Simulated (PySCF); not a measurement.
# C₅H₆Si: electronic excitations and core binding energies

What electronic excitations and core binding energies should C₅H₆Si (`C#C[SiH2]C1C=C1`) show?

The runs use PySCF 2.14.0, with density-fitted response routines of our own; the level of theory stands in each step. All values are computed, except where a source is named. Atoms are numbered from 0 throughout.

## 1. Starting geometry

12 atoms, charge 0, multiplicity 1; geometry from: GFN2-xTB.

Bonds of the start (Å): C0–C1 1.20, C1–Si2 1.85, Si2–C3 1.89, C3–C4 1.51, C4–C5 1.29, C5–C3 1.51, C0–H6 1.05, Si2–H7 1.47, Si2–H8 1.47, C3–H9 1.09, C4–H10 1.06, C5–H11 1.06.

## 2. Ultraviolet spectrum: B3LYP/def2-SVPD

Job settings and geometry (Å):

```
{"job": {"kind": "uv", "xc": "B3LYP", "basis": "def2-SVPD", "nstates": 8, "ntriplets": 3}, "charge": 0, "multiplicity": 1}
C     -3.094730    -0.496054     0.495967
C     -2.066031     0.068853     0.235069
Si    -0.496810     0.967181    -0.163991
C      0.848697    -0.299851    -0.553982
C      2.310154    -0.014083    -0.282704
C      1.755199    -0.864880     0.517674
H     -3.994121    -0.993681     0.722618
H     -0.110249     1.763199     1.007649
H     -0.746578     1.819735    -1.334696
H      0.640073    -0.958622    -1.400640
H      3.154542     0.540191    -0.610610
H      1.801053    -1.532674     1.341618
```

Method: TDDFT B3LYP/def2-SVPD, vertical, gas phase, core orbitals frozen in the response.

Command:

```console
$ OMP_NUM_THREADS=1 python probes_run.py task.json out
```

This one command runs all jobs of the session in turn.

The program printed:

```text
coarse grid: 10776 points
cycle   1  E = -483.1326049326  dE =  6.956e-01  |g| = 4.408e-01  |ddm| = 8.889e+00
cycle   2  E = -483.1120344048  dE =  2.057e-02  |g| = 5.135e-01  |ddm| = 2.262e+00
cycle   3  E = -483.1830609929  dE = -7.103e-02  |g| = 1.277e-01  |ddm| = 8.684e-01
cycle   4  E = -483.1865494258  dE = -3.488e-03  |g| = 5.394e-02  |ddm| = 2.017e-01
cycle   5  E = -483.1872942739  dE = -7.448e-04  |g| = 1.216e-02  |ddm| = 7.183e-02
cycle   6  E = -483.1873300855  dE = -3.581e-05  |g| = 3.716e-03  |ddm| = 2.497e-02
cycle   7  E = -483.1873337276  dE = -3.642e-06  |g| = 9.291e-04  |ddm| = 7.557e-03
final grid: 100200 points
cycle   8  E = -483.2671129544  dE = -2.602e-05  |g| = 3.721e-03  |ddm| = 8.776e-02
cycle   9  E = -483.2671095676  dE =  3.387e-06  |g| = 5.228e-03  |ddm| = 1.386e-02
cycle  10  E = -483.2671166820  dE = -7.114e-06  |g| = 1.060e-03  |ddm| = 7.312e-03
cycle  11  E = -483.2671169702  dE = -2.882e-07  |g| = 1.809e-04  |ddm| = 1.566e-03
cycle  12  E = -483.2671169780  dE = -7.808e-09  |g| = 6.918e-05  |ddm| = 3.822e-04
cycle  13  E = -483.2671169791  dE = -1.154e-09  |g| = 2.644e-05  |ddm| = 1.316e-04
cycle  14  E = -483.2671169793  dE = -1.434e-10  |g| = 1.178e-05  |ddm| = 4.300e-05
converged SCF energy = -483.2671169793

Static polarisability (au): isotropic 80.542, principal 62.592 74.481 104.553

Singlet excitations
state   eV       nm        f      main configurations
  1   5.3402    232.2   0.01847   H->L 0.95
  2   5.8452    212.1   0.03701   H->L+1 0.79, H->L+2 0.11
  3   5.9650    207.9   0.02399   H->L+2 0.70, H->L+1 0.13, H-2->L+2 0.09
  4   6.1894    200.3   0.00174   H-1->L+1 0.57, H-1->L 0.16, H-3->L 0.09
  5   6.2416    198.6   0.00203   H-3->L 0.49, H-1->L+1 0.22, H-2->L 0.20
  6   6.3924    194.0   0.00953   H-2->L+1 0.33, H-1->L 0.31, H-1->L+2 0.16
  7   6.5072    190.5   0.00032   H-2->L+2 0.32, H-2->L 0.28, H-3->L 0.11
  8   6.5902    188.1   0.00258   H-1->L 0.37, H-1->L+2 0.17, H-2->L+1 0.15

Triplet excitations (Tamm-Dancoff, eV): 3.7219 5.0474 5.4432
```

Wall time 24 s (1 thread of Arm Neoverse V2, shared host); peak memory 0.7 GiB.

Frontier orbitals and where they lie:

```csv
orbital,eV,atoms
HOMO−3,-8.44,"C3 35 %, C5 20 %, C4 16 %"
HOMO−2,-7.98,"C1 39 %, C0 38 %, C4 5 %"
HOMO−1,-7.82,"C1 40 %, C0 40 %, Si2 8 %"
HOMO,-6.76,"C4 24 %, C5 23 %, C3 21 %"
LUMO,-0.69,"C5 33 %, C4 33 %, C3 8 %"
LUMO+1,-0.09,"C0 26 %, C1 25 %, Si2 21 %"
LUMO+2,0.13,"C0 30 %, C1 29 %, Si2 17 %"
```

With each of the 8 states as a Gaussian band of 0.4 eV half-width at 1/e, the curve within the window shown has maxima at 210 nm (ε 2,700) L/(mol cm). Beyond the last state computed it falls off for lack of states. The curve at chosen wavelengths:

nm, ε (L/mol/cm) and a bar:
```
      180        162 #
      183        289 ##
      186        461 ####
      190        759 ########
      193       1040 ###########
      196       1374 ###############
      199       1750 ###################
      203       2245 #########################
      206       2530 ############################
      209       2680 ##############################
      212       2671 ##############################
      216       2452 ###########################
      219       2194 ########################
      222       1914 #####################
      225       1649 ##################
      229       1345 ###############
      232       1152 ############
      235        980 ##########
      238        822 #########
      242        629 ######
      245        499 #####
      248        384 ###
      251        286 ##
      255        185 #
      258        128 
      261         87
```

Leading natural transition orbitals of singlet state 2: the hole lies on C4, C5 about 20 % each; C0, C3 about 12 % each; H9 9 %; the particle on C0, C1 about 24 % each; H6, H7 about 11 % each; Si2 10 %.

Leading natural transition orbitals of singlet state 1: the hole lies on C3, C4, C5 about 19 % each; H9 12 %; Si2 12 %; the particle on C4, C5 about 24 % each; H10, H11 about 12 % each; H7 7 %.

Ground-state properties from the same run:

```csv
property,computed
dipole moment (D),1.17
polarisability (Å³),11.94
HOMO–LUMO gap (eV),6.07
−ε(HOMO) (eV),6.76
```

Orbitals, density, ELF and potential are computed afterwards from the orbital file.

Frontier orbitals at B3LYP/def2-SVPD, with the share of their density that lies nearest to each atom:

```csv
orbital,energy (eV),lies on
HOMO,-6.76,"C4, C5 about 24 % each; C3 14 %; H9 11 %"
LUMO,-0.69,"C4, C5 about 28 % each; H10, H11 about 13 % each"
```

ELF in a plane through or near 7 of the atoms.

Values, 10 rows by 14 columns:
```
0.00 0.00 0.00 0.00 0.00 0.00 0.00 0.00 0.00 0.00 0.00 0.00 0.00 0.00
0.00 0.00 0.00 0.00 0.00 0.00 0.00 0.00 0.00 0.00 0.00 0.00 0.00 0.00
0.00 0.00 0.00 0.00 0.07 0.59 0.08 0.00 0.00 0.00 0.01 0.01 0.00 0.00
0.00 0.00 0.00 0.04 0.40 0.79 0.39 0.02 0.11 0.45 0.48 0.94 0.16 0.00
0.00 0.00 0.00 0.13 0.79 0.41 0.86 0.18 0.58 0.85 0.27 0.99 0.46 0.00
0.00 0.00 0.10 0.97 0.76 0.76 0.80 0.21 0.95 0.15 0.82 0.39 0.02 0.00
0.00 0.00 0.02 0.94 0.75 0.19 0.36 0.29 0.34 0.42 0.36 0.09 0.00 0.00
0.00 0.00 0.00 0.00 0.01 0.00 0.17 1.00 0.96 0.04 0.00 0.00 0.00 0.00
0.00 0.00 0.00 0.00 0.00 0.00 0.06 0.87 0.67 0.01 0.00 0.00 0.00 0.00
0.00 0.00 0.00 0.00 0.00 0.00 0.00 0.00 0.00 0.00 0.00 0.00 0.00 0.00
```
The map spans 13.3 Å across and 9.7 Å up, centred on the molecule. Atoms in the plane (x, y in Å): C0 (3.1, 0.5), C1 (2.1, -0.1), Si2 (0.5, -1.0), C4 (-2.3, 0.0), C5 (-1.7, 1.1), H6 (4.1, 1.0), H10 (-3.2, -0.6).

On the surface of density 0.002 e/bohr³ the electrostatic potential runs, from the 1st to the 99th percentile, from -0.82 V near C1 to 1.30 V near H6.

## 3. X-ray photoelectron lines: SCAN, X2C

The job, as its differences from that of step 2:

```diff
@@ -1,2 +1,2 @@
-{"job": {"kind": "uv", "xc": "B3LYP", "basis": "def2-SVPD", "nstates": 8, "ntriplets": 3}, "charge": 0, "multiplicity": 1}
+{"job": {"kind": "xps"}, "charge": 0, "multiplicity": 1}
 C     -3.094730    -0.496054     0.495967
```

Level: delta-SCF UKS SCAN, pcX-2 on the ionised atom, pcseg-1 elsewhere, spin-free X2C.

The program printed:

```text
ground state, core basis on atom 0 (C), 149 functions
  cycle   1  E = -483.87290060  |g| = 5.31e-01
  cycle   2  E = -483.81752204  |g| = 6.77e-01
  cycle   3  E = -483.94069464  |g| = 1.91e-01
  cycle   4  E = -483.94924577  |g| = 6.79e-02
  cycle   5  E = -483.95043682  |g| = 1.62e-02
  cycle   6  E = -483.95049767  |g| = 6.12e-03
  cycle   7  E = -483.95050827  |g| = 2.81e-03
  cycle   8  E = -483.95051102  |g| = 1.24e-03
  cycle   9  E = -483.95051047  |g| = 1.56e-04
  E(ground) = -483.99090123 Eh
hole in C 1s of atom 0
  cycle   1  E = -472.70996414  |g| = 1.50e+00
  cycle   2  E = -467.88023156  |g| = 2.59e+00
  cycle   3  E = -469.56019910  |g| = 1.75e+00
  cycle   4  E = -473.23325800  |g| = 3.32e-01
  cycle   5  E = -473.19597887  |g| = 4.25e-01
  cycle   6  E = -473.28602392  |g| = 8.79e-02
  cycle   7  E = -473.28956528  |g| = 4.28e-02
  cycle   8  E = -473.29069894  |g| = 1.17e-02
  cycle   9  E = -473.29091433  |g| = 7.73e-03
  cycle  10  E = -473.29102283  |g| = 7.96e-03
  cycle  11  E = -473.29109937  |g| = 3.75e-03
  cycle  12  E = -473.29111830  |g| = 1.19e-03
  cycle  13  E = -473.29112000  |g| = 5.17e-04
  cycle  14  E = -473.29111989  |g| = 2.27e-04
  E(ion) = -473.33034218 Eh   <S^2> = 0.8384   hole on atom = 1.000   binding energy = 290.089 eV
ground state, core basis on atom 1 (C), 149 functions
  cycle   1  E = -483.95062158  |g| = 6.69e-02
  cycle   2  E = -483.94819668  |g| = 1.02e-01
  cycle   3  E = -483.95039056  |g| = 4.60e-02
  cycle   4  E = -483.95096216  |g| = 4.36e-03
  cycle   5  E = -483.95096732  |g| = 1.46e-03
  cycle   6  E = -483.95096882  |g| = 4.31e-04
  E(ground) = -483.99120449 Eh
hole in C 1s of atom 1
  cycle   1  E = -472.72037600  |g| = 1.51e+00
  cycle   2  E = -467.21881853  |g| = 2.70e+00
  cycle   3  E = -469.52194203  |g| = 1.82e+00
  cycle   4  E = -473.19889417  |g| = 4.05e-01
  cycle   5  E = -473.06943863  |g| = 6.74e-01
  cycle   6  E = -473.29244007  |g| = 7.54e-02
  cycle   7  E = -473.29463723  |g| = 4.67e-02
  cycle   8  E = -473.29605656  |g| = 1.27e-02
  cycle   9  E = -473.29641751  |g| = 8.33e-03
  cycle  10  E = -473.29663503  |g| = 6.53e-03
  cycle  11  E = -473.29668809  |g| = 6.13e-03
  cycle  12  E = -473.29672132  |g| = 1.46e-03
  cycle  13  E = -473.29672279  |g| = 6.26e-04
  cycle  14  E = -473.29672336  |g| = 2.39e-04
  E(ion) = -473.33551888 Eh   <S^2> = 0.8532   hole on atom = 1.000   binding energy = 289.956 eV
ground state, core basis on atom 2 (Si), 160 functions
  cycle   1  E = -484.04176668  |g| = 2.88e-01
  cycle   2  E = -484.04056911  |g| = 7.97e-02
  cycle   3  E = -484.03244273  |g| = 1.87e-01
  cycle   4  E = -484.04204067  |g| = 1.54e-02
  cycle   5  E = -484.04207986  |g| = 2.53e-03
  cycle   6  E = -484.04208107  |g| = 7.95e-04
  cycle   7  E = -484.04207978  |g| = 3.47e-04
  E(ground) = -484.04005851 Eh
hole in Si 1s of atom 2
  cycle   1  E = -415.11785786  |g| = 4.35e+00
  cycle   2  E = -414.85257168  |g| = 2.28e+00
  cycle   3  E = -415.09024704  |g| = 1.32e+00
  cycle   4  E = -415.89780459  |g| = 7.07e-01
  cycle   5  E = -416.14185853  |g| = 2.60e-01
  cycle   6  E = -416.17734740  |g| = 6.07e-02
  cycle   7  E = -416.17891765  |g| = 2.84e-02
  cycle   8  E = -416.17923579  |g| = 1.50e-02
  cycle   9  E = -416.17934833  |g| = 4.66e-03
  cycle  10  E = -416.17935780  |g| = 1.55e-03
  cycle  11  E = -416.17936002  |g| = 3.91e-04
  E(ion) = -416.18548575 Eh   <S^2> = 0.7523   hole on atom = 1.000   binding energy = 1846.417 eV
hole in Si 2p of atom 2
  cycle   1  E = -479.77784613  |g| = 1.24e+00
  cycle   2  E = -479.33854610  |g| = 1.31e+00
  cycle   3  E = -479.80986271  |g| = 7.13e-01
  cycle   4  E = -480.07114868  |g| = 2.59e-01
  cycle   5  E = -480.10175701  |g| = 9.17e-02
  cycle   6  E = -480.10620743  |g| = 2.28e-02
  cycle   7  E = -480.10644609  |g| = 1.10e-02
  cycle   8  E = -480.10649888  |g| = 4.93e-03
  cycle   9  E = -480.10651014  |g| = 1.81e-03
  cycle  10  E = -480.10651294  |g| = 4.70e-04
  E(ion) = -480.11545163 Eh   <S^2> = 0.7524   hole on atom = 1.003   binding energy = 106.794 eV
  2p3/2 = 106.602 eV   2p1/2 = 107.226 eV
ground state, core basis on atom 3 (C), 149 functions
  cycle   1  E = -483.94891350  |g| = 6.06e-02
  cycle   2  E = -483.94893313  |g| = 2.18e-02
  cycle   3  E = -483.94893592  |g| = 2.21e-02
  cycle   4  E = -483.94903837  |g| = 1.05e-02
  cycle   5  E = -483.94906552  |g| = 2.68e-03
  cycle   6  E = -483.94906907  |g| = 2.66e-04
  E(ground) = -483.98786814 Eh
hole in C 1s of atom 3
  cycle   1  E = -472.68814263  |g| = 1.52e+00
  cycle   2  E = -471.66347791  |g| = 2.04e+00
  cycle   3  E = -473.17730021  |g| = 4.46e-01
  cycle   4  E = -473.16828168  |g| = 4.21e-01
  cycle   5  E = -473.26328149  |g| = 1.33e-01
  cycle   6  E = -473.27207526  |g| = 2.92e-02
  cycle   7  E = -473.27252369  |g| = 7.84e-03
  cycle   8  E = -473.27253428  |g| = 8.16e-03
  cycle   9  E = -473.27257121  |g| = 2.56e-03
  cycle  10  E = -473.27257675  |g| = 8.31e-04
  cycle  11  E = -473.27257726  |g| = 2.69e-04
  E(ion) = -473.31007760 Eh   <S^2> = 0.7745   hole on atom = 1.000   binding energy = 290.557 eV
ground state, core basis on atom 4 (C), 149 functions
  cycle   1  E = -483.94949606  |g| = 5.76e-02
  cycle   2  E = -483.94928391  |g| = 3.32e-02
  cycle   3  E = -483.94897108  |g| = 4.75e-02
  cycle   4  E = -483.94955566  |g| = 6.11e-03
  cycle   5  E = -483.94956543  |g| = 1.59e-03
  cycle   6  E = -483.94956546  |g| = 5.09e-04
  cycle   7  E = -483.94956493  |g| = 9.16e-05
  E(ground) = -483.98932160 Eh
hole in C 1s of atom 4
  cycle   1  E = -472.67917604  |g| = 1.51e+00
  cycle   2  E = -468.87005396  |g| = 2.73e+00
  cycle   3  E = -472.60231844  |g| = 9.58e-01
  cycle   4  E = -473.19732131  |g| = 3.52e-01
  cycle   5  E = -473.19681736  |g| = 3.58e-01
  cycle   6  E = -473.25142467  |g| = 1.45e-01
  cycle   7  E = -473.26236728  |g| = 2.88e-02
  cycle   8  E = -473.26285335  |g| = 1.21e-02
  cycle   9  E = -473.26299604  |g| = 6.94e-03
  cycle  10  E = -473.26305270  |g| = 4.41e-03
  cycle  11  E = -473.26308627  |g| = 3.15e-03
  cycle  12  E = -473.26310326  |g| = 1.05e-03
  cycle  13  E = -473.26310595  |g| = 5.51e-04
  cycle  14  E = -473.26310642  |g| = 1.99e-04
  E(ion) = -473.30180732 Eh   <S^2> = 0.8303   hole on atom = 1.000   binding energy = 290.822 eV
```

Wall time 48 s (1 thread of Arm Neoverse V2, shared host); peak memory 0.46 GiB.

The holes in one table. −ε is the ground-state orbital energy:

```csv
hole,stands for,environment,ΔSCF (eV; 2p as the shell's mean),−ε (eV),⟨S²⟩
C1s on C0,C0,terminal alkyne carbon,290.09,273.5,0.838
C1s on C1,C1,alkyne carbon,289.96 (doubtful),273.2,0.853
Si1s on Si2,Si2,"silicon bonded to 2 C, 2 H",1846.42,1793.3,0.752
Si2p on Si2,Si2,"silicon bonded to 2 C, 2 H",106.81,96.1,0.752
C1s on C3,C3,three-membered-ring carbon,290.56,274.1,0.774
C1s on C4,"C4, C5",alkene CH,290.82,274.3,0.830
```

Each hole run stands for the others of its class of like atoms.

Doubtful: the ion did not converge, its hole moved, or its ⟨S²⟩ is well above 0.75.

With the spin-orbit splitting: Si2 2p3/2 106.60, 2p1/2 107.23 eV. The table gives each 2p level as the mean over the whole 2p shell (two parts 2p3/2, one part 2p1/2), which differs a little from the single hole in the log.

## 4. Outcome

| quantity | value |
| --- | --- |
| lowest singlet (B3LYP/def2-SVPD) | 5.34 eV (232 nm), f = 0.018 |
| brightest single state of those computed | state 2, 5.85 eV, f = 0.037 |
| lowest triplet | 3.72 eV |
| surface potential, 1st and 99th percentile | -0.82 V and 1.30 V |
| C1s binding energies, SCAN/pcX-2 (standing for 4 of 5 atoms) | C4 290.82, C3 290.56, C0 290.09 eV |
| Si1s binding energies, SCAN/pcX-2 | Si2 1846.42 eV |
| Si2p binding energies, SCAN/pcX-2 | Si2 106.81 eV |

**Reading.** The lowest singlet, at 5.34 eV, is HOMO→LUMO 0.95 and is weak; of the 8 states computed, the strongest absorption comes from state 2 at 5.85 eV. The lowest triplet lies 1.62 eV below the lowest singlet (triplets in Tamm-Dancoff, singlets in full TDDFT). At B3LYP/def2-SVPD, counted by nearest atom on the grid, the HOMO lies on C4, C5 about 24 % each; C3 14 %, the LUMO on C4, C5 about 28 % each; H10, H11 about 13 % each. C4 (alkene CH) binds its C1s electron 0.73 eV more tightly than C0 (terminal alkyne carbon). Only 4 of the 5 C atoms are covered by sound results.
